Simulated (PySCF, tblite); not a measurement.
# SiH₄S: metal-cation adducts, part 1 of 2

What do calculations give for the metal-cation adducts of SiH₄S (`[SiH3]S`)?

Programs: tblite 0.8.0 and PySCF 2.14.0, with routines of our own; each step states its level. All values are computed. Atoms count from 0.

## 1. The starting structure

6 atoms, charge 0, multiplicity 1; geometry from: start built from the parent or by distance geometry.

## 2. Geometry optimisation with GFN2-xTB

The job: settings as JSON, then the geometry in Å.

```
{"job": {"kind": "relax", "xc": "GFN2-xTB", "basis": "xTB"}, "charge": 0, "multiplicity": 1}
Si    -0.606600     0.023100    -0.004200
S      1.389300     0.764000    -0.215500
H     -0.674600    -0.556400     1.365000
H     -1.518300     1.172400    -0.222400
H     -0.791000    -1.031600    -1.009300
H      2.207500    -0.367500     0.043100
```

Run with:

```console
$ OMP_NUM_THREADS=1 python redox_run.py task.json out
```

This one command runs all jobs of the session in turn.

The log of the run:

```text
step      E/eV     max force
  0    -191.39844    1.591
  1    -191.46083    1.062
  2    -191.49450    0.622
  3    -191.50127    0.292
  4    -191.51177    0.349
  5    -191.52369    0.368
  6    -191.52838    0.231
  7    -191.53118    0.136
  8    -191.53234    0.099
  9    -191.53328    0.093
 10    -191.53378    0.088
 11    -191.53429    0.082
 12    -191.53488    0.077
 13    -191.53533    0.055
 14    -191.53549    0.023
 15    -191.53551    0.011
 16    -191.53552    0.013
 17    -191.53555    0.020
 18    -191.53558    0.021
 19    -191.53560    0.012
 20    -191.53560    0.005
```

Run time: 0.07 s. Hardware: 1 thread of Arm Neoverse V1, shared host.

Relaxation path:

| step | energy from step 0 (eV) | largest force (eV/Å) |
| --- | --- | --- |
| 0 | 0.0000 | 1.5911 |
| 1 | -0.0624 | 1.0623 |
| 2 | -0.0961 | 0.6217 |
| 3 | -0.1028 | 0.2922 |
| 4 | -0.1133 | 0.3485 |
| 5 | -0.1252 | 0.3684 |
| 6 | -0.1299 | 0.2308 |
| 7 | -0.1327 | 0.1365 |
| 8 | -0.1339 | 0.0986 |
| 9 | -0.1348 | 0.0933 |
| 10 | -0.1353 | 0.0881 |
| 11 | -0.1359 | 0.0823 |
| 12 | -0.1364 | 0.0767 |
| 13 | -0.1369 | 0.0549 |
| 14 | -0.1371 | 0.0230 |
| 15 | -0.1371 | 0.0114 |
| 16 | -0.1371 | 0.0129 |
| 17 | -0.1371 | 0.0205 |
| 18 | -0.1371 | 0.0210 |
| 19 | -0.1372 | 0.0124 |
| 20 | -0.1372 | 0.0049 |

Distances of close pairs at the start and the end, largest changes first:

| bond | before (Å) | after (Å) | change (Å) |
| --- | --- | --- | --- |
| S1–H5 | 1.420 | 1.324 | -0.096 |
| Si0–H3 | 1.483 | 1.451 | -0.032 |
| Si0–H2 | 1.488 | 1.457 | -0.031 |
| Si0–H4 | 1.469 | 1.457 | -0.011 |
| Si0–S1 | 2.139 | 2.147 | +0.008 |

The next job starts from the end point, and lists it.

## 3. Vibrational analysis with GFN2-xTB

The job: settings as JSON, then the geometry in Å.

```
{"job": {"kind": "ir", "xc": "GFN2-xTB", "basis": "xTB"}, "charge": 0, "multiplicity": 1}
Si    -0.579142    -0.004971     0.004733
S      1.403436     0.785763    -0.227301
H     -0.681621    -0.554945     1.350163
H     -1.423806     1.155851    -0.205475
H     -0.769719    -1.042135    -1.001122
H      2.057097    -0.335583     0.035854
```

The log of the run:

```text
mode    cm-1     km/mol
  1     143.6     23.37
  2     510.9     53.12
  3     525.6     35.40
  4     539.9     60.82
  5     709.3     31.42
  6     752.1    157.97
  7     770.5    303.09
  8     789.5    355.99
  9    2312.2    326.44
 10    2324.7    144.34
 11    2379.0    175.06
 12    2468.2    129.48
ZPE 85.088  H(298)-E 99.321  G(298)-E 16.672 kJ/mol  S 277.21 J/(mol K)
```

Run time: 0.12 s. Hardware: 1 thread of Arm Neoverse V1, shared host.

The strongest bands and the atoms that carry them (share of the mass-weighted mode):

| cm⁻¹ | km/mol | atoms |
| --- | --- | --- |
| 540 | 60.8 | H2 45 %, H4 44 % |
| 752 | 158.0 | H3 60 %, H2 21 %, H4 16 % |
| 770 | 303.1 | H3 35 %, H4 30 %, H2 26 % |
| 790 | 356.0 | H4 43 %, H2 43 % |
| 2312 | 326.4 | H4 55 %, H2 41 % |
| 2325 | 144.3 | H2 56 %, H4 42 % |
| 2379 | 175.1 | H3 96 % |
| 2468 | 129.5 | H5 96 % |

## 4. Optimising the geometry at PBE0-D3(BJ)/def2-SVP

Settings changed since step 3:

```diff
@@ -1,2 +1,2 @@
-{"job": {"kind": "ir", "xc": "GFN2-xTB", "basis": "xTB"}, "charge": 0, "multiplicity": 1}
+{"job": {"xc": "PBE0", "basis": "def2-SVP", "d3": "d3bj", "grid": 1, "kind": "geom"}, "charge": 0, "multiplicity": 1}
 Si    -0.579142    -0.004971     0.004733
```

The log of the run:

```text
step   0  E = -689.61863628  max force = 0.022226
step   1  E = -689.62170937  max force = 0.005227
step   2  E = -689.62179475  max force = 0.000503
step   3  E = -689.62179781  max force = 0.000157
optimisation converged
```

Run time: 3.5 s. Hardware: 1 thread of Arm Neoverse V1, shared host.

Along the way:

| step | energy from step 0 (eV) | largest force component (eV/Å) |
| --- | --- | --- |
| 0 | 0.0000 | 1.1429 |
| 1 | -0.0836 | 0.2688 |
| 2 | -0.0859 | 0.0259 |
| 3 | -0.0860 | 0.0081 |

Distances of close pairs at the start and the end, largest changes first:

| bond | before (Å) | after (Å) | change (Å) |
| --- | --- | --- | --- |
| Si0–H3 | 1.451 | 1.490 | +0.039 |
| Si0–H2 | 1.457 | 1.494 | +0.036 |
| Si0–H4 | 1.457 | 1.494 | +0.036 |
| S1–H5 | 1.324 | 1.351 | +0.027 |
| Si0–S1 | 2.147 | 2.148 | +0.001 |

The final coordinates are the input of the step that follows.

| at the end point | value |
| --- | --- |
| point group (found at 0.08 Å tolerance) | Cs |
| rotational constants (GHz, main isotopes) | 65.372, 6.232, 6.096 |
| dipole moment (D) | 1.21 |

## 5. Harmonic vibrations (SiH₄S): PBE0-D3(BJ)/def2-SVP

The job: settings as JSON, then the geometry in Å.

```
{"job": {"xc": "PBE0", "basis": "def2-SVP", "d3": "d3bj", "grid": 2, "kind": "hessian"}, "charge": 0, "multiplicity": 1}
Si    -0.527125    -0.004881    -0.000257
S      1.437724     0.837583    -0.213252
H     -0.737887    -0.578989     1.362394
H     -1.459126     1.137289    -0.216208
H     -0.793210    -1.071088    -1.011680
H      2.087661    -0.320665     0.035309
```

The log of the run:

```text
coarse grid: 5728 points
cycle   1  E = -689.5383756118  dE = -1.325e-01  |g| = 1.937e-01  |ddm| = 2.119e+00
cycle   2  E = -689.5393949718  dE = -1.019e-03  |g| = 1.888e-01  |ddm| = 5.553e-01
cycle   3  E = -689.5511307126  dE = -1.174e-02  |g| = 1.238e-02  |ddm| = 2.999e-01
cycle   4  E = -689.5511866053  dE = -5.589e-05  |g| = 4.450e-03  |ddm| = 2.591e-02
cycle   5  E = -689.5511941408  dE = -7.535e-06  |g| = 1.006e-03  |ddm| = 7.373e-03
final grid: 45160 points
cycle   6  E = -689.6218006912  dE = -4.458e-06  |g| = 3.203e-03  |ddm| = 1.585e-02
cycle   7  E = -689.6218008591  dE = -1.680e-07  |g| = 3.041e-03  |ddm| = 9.341e-03
cycle   8  E = -689.6218037466  dE = -2.887e-06  |g| = 1.709e-04  |ddm| = 4.698e-03
cycle   9  E = -689.6218037573  dE = -1.070e-08  |g| = 3.090e-05  |ddm| = 2.762e-04
cycle  10  E = -689.6218037576  dE = -3.316e-10  |g| = 7.405e-06  |ddm| = 4.729e-05
cycle  11  E = -689.6218037577  dE = -1.887e-11  |g| = 1.631e-06  |ddm| = 1.057e-05
converged SCF energy = -689.6218037577

mode    cm-1
  1     198.0
  2     518.4
  3     538.1
  4     629.1
  5     813.8
  6     922.5
  7     925.7
  8     963.0
  9    2231.4
 10    2233.8
 11    2261.7
 12    2715.2
ZPE 89.425  H(298)-E 102.840  G(298)-E 21.631 kJ/mol  S 272.38 J/(mol K)
```

It took 16 s on 1 thread of Arm Neoverse V1, shared host; peak memory 0.74 GiB.

Zero-point energy 89.42 kJ/mol (xTB gave 85.09).

## 6. Single point (SiH4S): wB97X-D3(BJ)/def2-TZVP

Geometry: PBE0-D3(BJ)/def2-SVP.

The job: settings as JSON, then the geometry in Å.

```
{"job": {"kind": "sp", "xc": "wB97X", "basis": "def2-TZVP", "d3": "d3bj", "grid": 2}, "charge": 0, "multiplicity": 1}
Si    -0.527125    -0.004881    -0.000257
S      1.437724     0.837583    -0.213252
H     -0.737887    -0.578989     1.362394
H     -1.459126     1.137289    -0.216208
H     -0.793210    -1.071088    -1.011680
H      2.087661    -0.320665     0.035309
```

The log of the run:

```text
coarse grid: 5728 points
cycle   1  E = -690.1457031218  dE = -1.965e-01  |g| = 2.590e-01  |ddm| = 1.682e+00
cycle   2  E = -690.1637094754  dE = -1.801e-02  |g| = 1.560e-01  |ddm| = 3.349e-01
cycle   3  E = -690.1696366790  dE = -5.927e-03  |g| = 2.256e-02  |ddm| = 1.305e-01
cycle   4  E = -690.1698145904  dE = -1.779e-04  |g| = 6.422e-03  |ddm| = 2.534e-02
cycle   5  E = -690.1698356504  dE = -2.106e-05  |g| = 1.249e-03  |ddm| = 9.911e-03
cycle   6  E = -690.1698366708  dE = -1.020e-06  |g| = 3.392e-04  |ddm| = 2.551e-03
final grid: 45160 points
cycle   7  E = -690.1737413541  dE = -8.200e-06  |g| = 1.795e-03  |ddm| = 8.808e-03
cycle   8  E = -690.1737417482  dE = -3.941e-07  |g| = 1.065e-03  |ddm| = 2.035e-03
cycle   9  E = -690.1737419171  dE = -1.690e-07  |g| = 7.205e-05  |ddm| = 8.165e-04
cycle  10  E = -690.1737419197  dE = -2.599e-09  |g| = 2.093e-05  |ddm| = 1.548e-04
converged SCF energy = -690.1737419197
```

Run time: 1.5 s. Hardware: 1 thread of Arm Neoverse V1, shared host.

## 7. Optimising the geometry with GFN2-xTB

This step treats CsH₄SSi+, `[SiH3]S.[Cs+]`.

The job: settings as JSON, then the geometry in Å.

```
{"job": {"kind": "relax", "xc": "GFN2-xTB", "basis": "xTB"}, "charge": 1, "multiplicity": 1}
Si    -0.510900    -0.011000    -0.005500
S      1.427000     0.846200    -0.236300
H     -0.720400    -0.586600     1.365600
H     -1.461600     1.151900    -0.236800
H     -0.796400    -1.074900    -1.000300
H      2.076700    -0.322400     0.026500
Cs     3.718900     3.610300    -0.980100
```

The log of the run:

```text
step      E/eV     max force
  0    -187.10508    2.405
  1    -187.21263    1.408
  2    -187.27333    0.461
  3    -187.28192    0.433
  4    -187.31192    0.301
  5    -187.31944    0.256
  6    -187.32412    0.163
  7    -187.32544    0.162
  8    -187.32675    0.160
  9    -187.32966    0.238
 10    -187.33575    0.309
 11    -187.34434    0.336
 12    -187.35079    0.252
 13    -187.35452    0.139
 14    -187.35604    0.115
 15    -187.35728    0.122
 16    -187.35934    0.128
 17    -187.36076    0.125
 18    -187.36168    0.103
 19    -187.36220    0.069
 20    -187.36249    0.040
 21    -187.36257    0.020
 22    -187.36260    0.017
 23    -187.36263    0.024
 24    -187.36271    0.032
 25    -187.36284    0.039
 26    -187.36299    0.035
 27    -187.36308    0.022
 28    -187.36312    0.019
 29    -187.36316    0.024
 30    -187.36327    0.039
 31    -187.36353    0.064
 32    -187.36441    0.118
 33    -187.36046    0.435
 34    -187.36610    0.146
 35    -187.36779    0.163
 36    -187.35851    0.292
 37    -187.36812    0.147
 38    -187.36045    0.741
 39    -187.37121    0.122
 40    -187.37309    0.110
 41    -187.36718    0.694
 42    -187.37623    0.093
 43    -187.37769    0.106
 44    -187.37718    0.495
 45    -187.38143    0.122
 46    -187.38305    0.111
 47    -187.38729    0.263
 48    -187.38984    0.088
 49    -187.39043    0.092
 50    -187.39087    0.073
 51    -187.39121    0.074
 52    -187.39240    0.065
 53    -187.39305    0.055
 54    -187.39338    0.032
 55    -187.39345    0.023
 56    -187.39348    0.021
 57    -187.39352    0.023
 58    -187.39360    0.038
 59    -187.39375    0.051
 60    -187.39400    0.057
 61    -187.39428    0.059
 62    -187.39449    0.044
 63    -187.39461    0.048
 64    -187.39476    0.061
 65    -187.39508    0.071
 66    -187.39573    0.069
 67    -187.39679    0.085
 68    -187.39755    0.072
 69    -187.39800    0.055
 70    -187.39826    0.042
 71    -187.39837    0.042
 72    -187.39865    0.064
 73    -187.39916    0.093
 74    -187.40007    0.115
 75    -187.40100    0.091
 76    -187.40169    0.051
 77    -187.40201    0.031
 78    -187.40209    0.049
 79    -187.40223    0.035
 80    -187.40235    0.036
 81    -187.40267    0.029
 82    -187.40281    0.038
 83    -187.40323    0.054
 84    -187.40374    0.092
 85    -187.40432    0.092
 86    -187.40428    0.098
 87    -187.40518    0.047
 88    -187.40547    0.033
 89    -187.40566    0.040
 90    -187.40578    0.016
 91    -187.40580    0.010
```

Run time: 0.33 s. Hardware: 1 thread of Arm Neoverse V1, shared host.

Along the way: (not every step is listed) (the energy doesn't fall at every step)

| step | energy from step 0 (eV) | largest force (eV/Å) |
| --- | --- | --- |
| 0 | 0.0000 | 2.4054 |
| 1 | -0.1076 | 1.4085 |
| 2 | -0.1683 | 0.4614 |
| 3 | -0.1768 | 0.4333 |
| 4 | -0.2068 | 0.3008 |
| 5 | -0.2144 | 0.2564 |
| 6 | -0.2190 | 0.1629 |
| 7 | -0.2204 | 0.1622 |
| 8 | -0.2217 | 0.1601 |
| 15 | -0.2522 | 0.1217 |
| 22 | -0.2575 | 0.0175 |
| 29 | -0.2581 | 0.0235 |
| 36 | -0.2534 | 0.2920 |
| 43 | -0.2726 | 0.1060 |
| 50 | -0.2858 | 0.0731 |
| 57 | -0.2884 | 0.0232 |
| 64 | -0.2897 | 0.0613 |
| 71 | -0.2933 | 0.0416 |
| 78 | -0.2970 | 0.0494 |
| 85 | -0.2992 | 0.0916 |
| 86 | -0.2992 | 0.0981 |
| 87 | -0.3001 | 0.0466 |
| 88 | -0.3004 | 0.0329 |
| 89 | -0.3006 | 0.0396 |
| 90 | -0.3007 | 0.0162 |
| 91 | -0.3007 | 0.0096 |

Close pairs (by a distance rule), those that changed most:

| bond | before (Å) | after (Å) | change (Å) |
| --- | --- | --- | --- |
| S1–Cs6 | 3.667 | 3.448 | -0.219 |
| Si0–S1 | 2.132 | 2.211 | +0.079 |
| Si0–H3 | 1.520 | 1.455 | -0.064 |
| Si0–H2 | 1.502 | 1.454 | -0.048 |
| S1–H5 | 1.363 | 1.324 | -0.039 |
| Si0–H4 | 1.484 | 1.460 | -0.025 |

The end geometry stands in the next job.

## 8. Infrared spectrum with GFN2-xTB

The job: settings as JSON, then the geometry in Å.

```
{"job": {"kind": "ir", "xc": "GFN2-xTB", "basis": "xTB"}, "charge": 1, "multiplicity": 1}
Si    -0.566957     0.048049    -0.013060
S      1.454714     0.856654     0.368326
H     -0.766884    -0.877161     1.090009
H     -1.323024     1.291058     0.021034
H     -0.433583    -0.567117    -1.330025
H      2.108097    -0.289555     0.261130
Cs     3.260821     3.151566    -1.464318
```

The log of the run:

```text
mode    cm-1     km/mol
  1      46.6      2.29
  2      64.2      3.66
  3      72.2      1.34
  4     268.8     22.53
  5     434.6     97.67
  6     524.1     34.55
  7     536.0     52.21
  8     695.6     19.85
  9     712.7    156.45
 10     729.0    140.69
 11     767.0    415.80
 12    2299.1    163.89
 13    2339.7    120.70
 14    2362.2    157.31
 15    2463.1     93.53
ZPE 85.622  H(298)-E 106.021  G(298)-E -0.747 kJ/mol  S 358.10 J/(mol K)
```

It took 0.15 s on 1 thread of Arm Neoverse V1, shared host.

The strongest bands and the atoms that carry them (share of the mass-weighted mode):

| cm⁻¹ | km/mol | atoms |
| --- | --- | --- |
| 435 | 97.7 | Si0 50 %, S1 46 % |
| 713 | 156.4 | H3 61 %, H2 24 %, H4 11 % |
| 729 | 140.7 | H4 50 %, H2 38 % |
| 767 | 415.8 | H3 32 %, H4 27 %, H2 25 %, H5 10 % |
| 2299 | 163.9 | H4 97 % |
| 2340 | 120.7 | H3 93 % |
| 2362 | 157.3 | H2 92 % |
| 2463 | 93.5 | H5 96 % |

## 9. Optimising the geometry at PBE0-D3(BJ)/def2-SVP

This step treats CsH4SSi+, `[SiH3]S.[Cs+]`.

Settings changed since step 8:

```diff
@@ -1,2 +1,2 @@
-{"job": {"kind": "ir", "xc": "GFN2-xTB", "basis": "xTB"}, "charge": 1, "multiplicity": 1}
+{"job": {"xc": "PBE0", "basis": "def2-SVP", "d3": "d3bj", "grid": 1, "kind": "geom"}, "charge": 1, "multiplicity": 1}
 Si    -0.566957     0.048049    -0.013060
```

The log of the run:

```text
step   0  E = -709.63304663  max force = 0.026049
step   1  E = -709.63720047  max force = 0.003989
step   2  E = -709.63731735  max force = 0.000802
step   3  E = -709.63735183  max force = 0.001021
step   4  E = -709.63739356  max force = 0.000351
step   5  E = -709.63742743  max force = 0.000258
step   6  E = -709.63743996  max force = 0.000630
step   7  E = -709.63743497  max force = 0.001010
step   8  E = -709.63743672  max force = 0.000500
step   9  E = -709.63743817  max force = 0.000223
optimisation converged
```

Run time: 22 s. Hardware: 1 thread of Arm Neoverse V1, shared host.

Relaxation path:

| step | energy from step 0 (eV) | largest force component (eV/Å) |
| --- | --- | --- |
| 0 | 0.0000 | 1.3395 |
| 1 | -0.1130 | 0.2051 |
| 2 | -0.1162 | 0.0412 |
| 3 | -0.1172 | 0.0525 |
| 4 | -0.1183 | 0.0180 |
| 5 | -0.1192 | 0.0133 |
| 6 | -0.1195 | 0.0324 |
| 7 | -0.1194 | 0.0519 |
| 8 | -0.1195 | 0.0257 |
| 9 | -0.1195 | 0.0115 |

Distances of close pairs at the start and the end, largest changes first:

| bond | before (Å) | after (Å) | change (Å) |
| --- | --- | --- | --- |
| S1–Cs6 | 3.448 | 3.507 | +0.059 |
| Si0–H2 | 1.454 | 1.486 | +0.032 |
| Si0–H3 | 1.455 | 1.487 | +0.032 |
| Si0–H4 | 1.460 | 1.488 | +0.028 |
| S1–H5 | 1.324 | 1.351 | +0.028 |
| Si0–S1 | 2.211 | 2.185 | -0.025 |

The final coordinates are the input of the step that follows.

| at the end point | value |
| --- | --- |
| point group (found at 0.08 Å tolerance) | C1 |
| rotational constants (GHz, main isotopes) | 13.918, 0.591, 0.572 |

## 10. Harmonic vibrations (CsH₄SSi+): PBE0-D3(BJ)/def2-SVP

The job: settings as JSON, then the geometry in Å.

```
{"job": {"xc": "PBE0", "basis": "def2-SVP", "d3": "d3bj", "grid": 2, "kind": "hessian"}, "charge": 1, "multiplicity": 1}
Si    -0.488377     0.029007    -0.009347
S      1.549713     0.778533     0.234497
H     -0.792788    -0.910371     1.100564
H     -1.307494     1.268124     0.062852
H     -0.618591    -0.631730    -1.336235
H      2.184689    -0.409735     0.130987
Cs     3.205951     3.488358    -1.252200
```

The log of the run:

```text
coarse grid: 31480 points
cycle   1  E = -709.6071653538  dE = -3.249e+00  |g| = 2.852e-01  |ddm| = 2.732e+00
cycle   2  E = -709.6183007069  dE = -1.114e-02  |g| = 2.353e-01  |ddm| = 8.719e-01
cycle   3  E = -709.6370477809  dE = -1.875e-02  |g| = 3.352e-02  |ddm| = 3.814e-01
cycle   4  E = -709.6374281205  dE = -3.803e-04  |g| = 5.262e-03  |ddm| = 6.404e-02
cycle   5  E = -709.6374371088  dE = -8.988e-06  |g| = 1.732e-03  |ddm| = 9.419e-03
final grid: 60576 points
cycle   6  E = -709.6373987098  dE = -4.881e-07  |g| = 1.300e-03  |ddm| = 3.777e-03
cycle   7  E = -709.6373989215  dE = -2.116e-07  |g| = 1.043e-03  |ddm| = 2.833e-03
cycle   8  E = -709.6373993094  dE = -3.879e-07  |g| = 5.089e-05  |ddm| = 1.293e-03
cycle   9  E = -709.6373993103  dE = -9.185e-10  |g| = 5.777e-06  |ddm| = 7.283e-05
cycle  10  E = -709.6373993103  dE = -1.239e-11  |g| = 1.575e-06  |ddm| = 1.090e-05
converged SCF energy = -709.6373993103

mode    cm-1
  1      28.2
  2      60.5
  3      92.9
  4     227.0
  5     484.0
  6     543.0
  7     618.5
  8     809.4
  9     908.8
 10     919.9
 11     942.5
 12    2259.8
 13    2279.6
 14    2288.8
 15    2717.2
ZPE 90.796  H(298)-E 110.603  G(298)-E 4.112 kJ/mol  S 357.17 J/(mol K)
```

Run time: 49 s. Hardware: 1 thread of Arm Neoverse V1, shared host; peak memory 1.2 GiB.

Zero-point energy 90.80 kJ/mol (xTB gave 85.62).

## 11. Single point (CsH4SSi+): wB97X-D3(BJ)/def2-TZVP

Geometry: PBE0-D3(BJ)/def2-SVP.

Settings changed since step 10:

```diff
@@ -1,2 +1,2 @@
-{"job": {"xc": "PBE0", "basis": "def2-SVP", "d3": "d3bj", "grid": 2, "kind": "hessian"}, "charge": 1, "multiplicity": 1}
+{"job": {"kind": "sp", "xc": "wB97X", "basis": "def2-TZVP", "d3": "d3bj", "grid": 2}, "charge": 1, "multiplicity": 1}
 Si    -0.488377     0.029007    -0.009347
```

The log of the run:

```text
coarse grid: 31480 points
cycle   1  E = -710.1733035496  dE = -3.377e+00  |g| = 3.578e-01  |ddm| = 2.418e+00
cycle   2  E = -710.2041174561  dE = -3.081e-02  |g| = 1.814e-01  |ddm| = 5.380e-01
cycle   3  E = -710.2122503851  dE = -8.133e-03  |g| = 3.504e-02  |ddm| = 1.621e-01
cycle   4  E = -710.2125601118  dE = -3.097e-04  |g| = 7.295e-03  |ddm| = 3.433e-02
cycle   5  E = -710.2125833581  dE = -2.325e-05  |g| = 1.918e-03  |ddm| = 9.384e-03
cycle   6  E = -710.2125857374  dE = -2.379e-06  |g| = 4.409e-04  |ddm| = 3.838e-03
final grid: 60576 points
cycle   7  E = -710.2125825425  dE = -2.124e-07  |g| = 2.825e-04  |ddm| = 1.408e-03
cycle   8  E = -710.2125825628  dE = -2.030e-08  |g| = 1.682e-04  |ddm| = 3.868e-04
cycle   9  E = -710.2125825681  dE = -5.304e-09  |g| = 2.652e-05  |ddm| = 1.388e-04
converged SCF energy = -710.2125825681
```

Run time: 3.3 s. Hardware: 1 thread of Arm Neoverse V1, shared host; peak memory 0.53 GiB.

## 12. Relaxing the molecule with GFN2-xTB

This step treats H₄LiSSi+, `[SiH3]S.[Li+]`.

The job: settings as JSON, then the geometry in Å.

```
{"job": {"kind": "relax", "xc": "GFN2-xTB", "basis": "xTB"}, "charge": 1, "multiplicity": 1}
Si    -0.510900    -0.011000    -0.005500
S      1.427000     0.846200    -0.236300
H     -0.720400    -0.586600     1.365600
H     -1.461600     1.151900    -0.236800
H     -0.796400    -1.074900    -1.000300
H      2.076700    -0.322400     0.026500
Li     2.474100     2.867800    -1.126400
```

The log of the run:

```text
step      E/eV     max force
  0    -188.27509    2.728
  1    -188.40474    1.578
  2    -188.47986    0.454
  3    -188.49349    0.482
  4    -188.53687    0.419
  5    -188.55724    0.520
  6    -188.56917    0.413
  7    -188.57771    0.238
  8    -188.58158    0.222
  9    -188.58635    0.295
 10    -188.59176    0.259
 11    -188.59388    0.130
 12    -188.59456    0.085
 13    -188.59499    0.075
 14    -188.59547    0.070
 15    -188.59603    0.094
 16    -188.59677    0.116
 17    -188.59800    0.131
 18    -188.60016    0.149
 19    -188.60308    0.148
 20    -188.60541    0.109
 21    -188.60627    0.060
 22    -188.60657    0.069
 23    -188.60703    0.085
 24    -188.60772    0.094
 25    -188.60871    0.119
 26    -188.60950    0.089
 27    -188.60979    0.036
 28    -188.60985    0.024
 29    -188.60989    0.022
 30    -188.60997    0.027
 31    -188.61007    0.035
 32    -188.61016    0.026
 33    -188.61018    0.010
 34    -188.61019    0.009
```

It took 0.12 s on 1 thread of Arm Neoverse V1, shared host.

Relaxation path: (not every step is listed)

| step | energy from step 0 (eV) | largest force (eV/Å) |
| --- | --- | --- |
| 0 | 0.0000 | 2.7280 |
| 1 | -0.1296 | 1.5782 |
| 2 | -0.2048 | 0.4538 |
| 3 | -0.2184 | 0.4821 |
| 4 | -0.2618 | 0.4194 |
| 5 | -0.2822 | 0.5204 |
| 6 | -0.2941 | 0.4133 |
| 7 | -0.3026 | 0.2376 |
| 8 | -0.3065 | 0.2216 |
| 10 | -0.3167 | 0.2586 |
| 12 | -0.3195 | 0.0847 |
| 14 | -0.3204 | 0.0698 |
| 16 | -0.3217 | 0.1159 |
| 18 | -0.3251 | 0.1490 |
| 20 | -0.3303 | 0.1089 |
| 22 | -0.3315 | 0.0693 |
| 24 | -0.3326 | 0.0938 |
| 26 | -0.3344 | 0.0889 |
| 28 | -0.3348 | 0.0237 |
| 29 | -0.3348 | 0.0221 |
| 30 | -0.3349 | 0.0270 |
| 31 | -0.3350 | 0.0353 |
| 32 | -0.3351 | 0.0265 |
| 33 | -0.3351 | 0.0101 |
| 34 | -0.3351 | 0.0086 |

Distances of close pairs at the start and the end, largest changes first:

| bond | before (Å) | after (Å) | change (Å) |
| --- | --- | --- | --- |
| S1–Li6 | 2.444 | 2.277 | -0.168 |
| Si0–S1 | 2.132 | 2.239 | +0.107 |
| Si0–H3 | 1.520 | 1.454 | -0.065 |
| Si0–H2 | 1.502 | 1.456 | -0.046 |
| S1–H5 | 1.363 | 1.323 | -0.040 |
| Si0–H4 | 1.484 | 1.456 | -0.028 |

The next job starts from the end point, and lists it.

(Continued in part 2 of 2.)
